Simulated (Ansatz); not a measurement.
**CH2Se (methaneselone) at CCSD(T)/def2-TZVPP**

Aim: the vertical singlet–triplet gap of CH2Se (methaneselone) at CCSD(T)/def2-TZVPP, from 2 runs. 

Program for the calculation: Ansatz 0.2.0.

47 further runs of the same task are left out: 47 set aside as unsound or not needed.

## Step 1: The molecule

The species is CH2Se (4 atoms), meant as a singlet with charge 0. SMILES: `C=[Se]`. Geometry: relaxed at PBE0-D4/def2-TZVP.

Bond lengths: C1–Se2 1.741 Å, C1–H3 1.087 Å, C1–H4 1.087 Å. Angles: Se2–C1–H3 121.8°, Se2–C1–H4 121.8°, H3–C1–H4 116.4°.

## Step 2: A single-point energy at CCSD(T)/def2-TZVPP

run.yaml reads:

```yaml
crystal:
  periodic: [false, false, false]
  atoms:
    - {symbol: C, position_ang: [-0.129440, -0.027430, -0.068180]}
    - {symbol: Se, position_ang: [1.384110, 0.293380, 0.729180]}
    - {symbol: H, position_ang: [-0.586530, -1.013730, -0.053570]}
    - {symbol: H, position_ang: [-0.668140, 0.747780, -0.607410]}
basis:
  gaussian:
    orbitals: def2-TZVPP
magnetization:
  spin_polarized: false
  initial_magnetization: 0
correlation:
  method: ccsd_t
  frozen_orbitals: {C: 1, H: 0, Se: 9}
accuracy: high
scf:
  omitted_lower_state_checks: [cluster_reference, increment]
```

Command:

```console
ansatz run run.yaml --threads 1 --pin off --max-ram 3480MiB --events-out events.jsonl --progress --plain --runs-dir runs
```

Standard output, shortened:

```text
Warning: RAYON_NUM_THREADS=1 ignored (pool sized by the plan → 1); use --threads N
Functional definition: HF
  name "HF"
[...]
1649 factors; integrals over basis functions are off by at most 4.4e-9 eV
[...]
mean field -66364.40002123 eV, -2438.8467173741 hartree, gradient 2.9e-8 eV, S^2 0.000000; 0 other end points of the search recorded, 0 dependent functions left out; unrestricted orbitals would lower it
10 core orbitals not correlated: weight in the atoms' cores, before any rotation towards them, 1.000 or more for the frozen orbitals, at most 0.000 for the correlated occupied ones
reference -66364.40002123 eV, -2438.8467173741 hartree; 11, 11 occupied and 86, 86 virtual orbitals, 1649 factors
second order -11.81401185 eV of doubles, -0.00000000 eV of singles
cycle   1  -11.74069551 eV  change    7.3e-2 eV  update   9.2e-2
[...]
cycle  22  -12.18799459 eV  change   2.3e-10 eV  update  2.2e-10
perturbative correction -0.55683958 eV, -0.0204634770 hartree
Total energy: -66377.14485539 eV, -2439.3150813910 hartree
Checks for a lower state left out: cluster_reference, increment
```

Run time: 21 s. Hardware: 1 thread of Arm Neoverse V2, shared host; peak memory 0.71 GiB.

## Step 3: The triplet at the same level

job.yaml reads:

```yaml
crystal:
  periodic: [false, false, false]
  atoms:
    - {symbol: C, position_ang: [-0.129440, -0.027430, -0.068180]}
    - {symbol: Se, position_ang: [1.384110, 0.293380, 0.729180]}
    - {symbol: H, position_ang: [-0.586530, -1.013730, -0.053570]}
    - {symbol: H, position_ang: [-0.668140, 0.747780, -0.607410]}
basis:
  gaussian:
    orbitals: def2-TZVPP
magnetization:
  spin_polarized: true
  initial_magnetization: 2
correlation:
  method: ccsd_t
  frozen_orbitals: {C: 1, H: 0, Se: 9}
accuracy: high
scf:
  omitted_lower_state_checks: [cluster_reference, increment]
```

Command:

```console
ansatz run job.yaml --threads 1 --pin off --max-ram 3480MiB --events-out events.jsonl --progress --plain --runs-dir runs
```

Standard output, shortened:

```text
Warning: RAYON_NUM_THREADS=1 ignored (pool sized by the plan → 1); use --threads N
[... 2 set-up lines as earlier in the session ...]
[...]
1649 factors; integrals over basis functions are off by at most 4.4e-9 eV
[...]
mean field -66363.74693541 eV, -2438.8227169132 hartree, gradient 2.7e-8 eV, S^2 2.028471; 6 other end points of the search recorded, 0 dependent functions left out
10 core orbitals not correlated: weight in the atoms' cores, before any rotation towards them, 1.000 or more for the frozen orbitals, at most 0.000 for the correlated occupied ones
reference -66363.74693541 eV, -2438.8227169132 hartree; 12, 10 occupied and 85, 87 virtual orbitals, 1649 factors
second order -10.71585736 eV of doubles, -0.00000000 eV of singles
cycle   1  -10.94942987 eV  change   -2.3e-1 eV  update   7.8e-2
[...]
cycle  22  -11.33423195 eV  change   6.6e-10 eV  update  7.8e-10
perturbative correction -0.42063337 eV, -0.0154579911 hartree
Total energy: -66375.50180073 eV, -2439.2547002457 hartree
Checks for a lower state left out: cluster_reference, increment
```

Wall time 79 s (1 thread of Arm Neoverse V2, shared host); peak memory 1.5 GiB.

## Step 4: Summary of results

Level: CCSD(T)/def2-TZVPP, 10 core orbitals frozen.

```
                                             quantity           value
                                singlet: total energy  -2439.31508 Eh
singlet: correlation energy (10 core orbitals frozen)      -468.4 mEh
                              singlet: (T) correction      -20.46 mEh
                               singlet: T1 diagnostic           0.015
                                triplet: total energy  -2439.25470 Eh
triplet: correlation energy (10 core orbitals frozen)      -432.0 mEh
                              triplet: (T) correction      -15.46 mEh
           triplet: ⟨S²⟩ of the reference determinant           2.028
                               triplet: T1 diagnostic           0.019
     vertical energy of the triplet above the singlet        1.643 eV
```

At this shape the triplet lies 1.64 eV (159 kJ/mol) above the singlet. The restricted solution (singlet) is unstable to spin breaking: an unrestricted one lies lower. The triples (singlet) make up 4.4 % of the correlation energy. The triples (triplet) make up 3.6 % of the correlation energy.
